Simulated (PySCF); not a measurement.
# C4H4BBrO: the cost of one run

Computed with PySCF 2.14.0, with density-fitted response routines of our own, on a single molecule in the gas phase. Atoms are numbered from 0 throughout.

## 1. Starting geometry

11 atoms, charge 0, multiplicity 1; geometry from: GFN2-xTB. The atoms were then displaced at random by about 0.01 Å, so the start is not that level's minimum.

Bonds of the start (Å): B0–C1 1.50, C1–C2 1.38, C2–C3 1.45, C3–C4 1.38, C4–Br5 1.86, C4–O6 1.31, O6–C1 1.38, B0–H7 1.14, B0–H8 1.21, C2–H9 1.07, C3–H10 1.04.

## 2. Optimising the geometry at PBE0-D3(BJ)/def2-SVP

Job settings and geometry (Å):

```
{"job": {"xc": "PBE0", "basis": "def2-SVP", "d3": "d3bj", "grid": 1, "shake": 0.01, "kind": "geom"}, "charge": 0, "multiplicity": 1}
B     -2.098530    -0.494910    -0.101310
C     -0.636410    -0.163240    -0.037490
C      0.027950     1.034080     0.140790
C      1.456500     0.763910     0.128850
C      1.497360    -0.599880    -0.074940
Br     2.987700    -1.700220    -0.204620
O      0.313600    -1.154720    -0.165270
H     -2.461430    -1.561600    -0.275160
H     -2.875060     0.418040     0.029790
H     -0.408070     1.995360     0.290750
H      2.234500     1.437360     0.252950
```

Run with:

```console
OMP_NUM_THREADS=1 python probes_run.py task.json out
```

This one command runs all jobs of the session in turn.

**Question.** How long does this first job take on 1 thread of Intel Xeon at 2.70GHz, shared host, and how much memory does it need?

About 1.8 min, with a peak of 0.53 GiB.
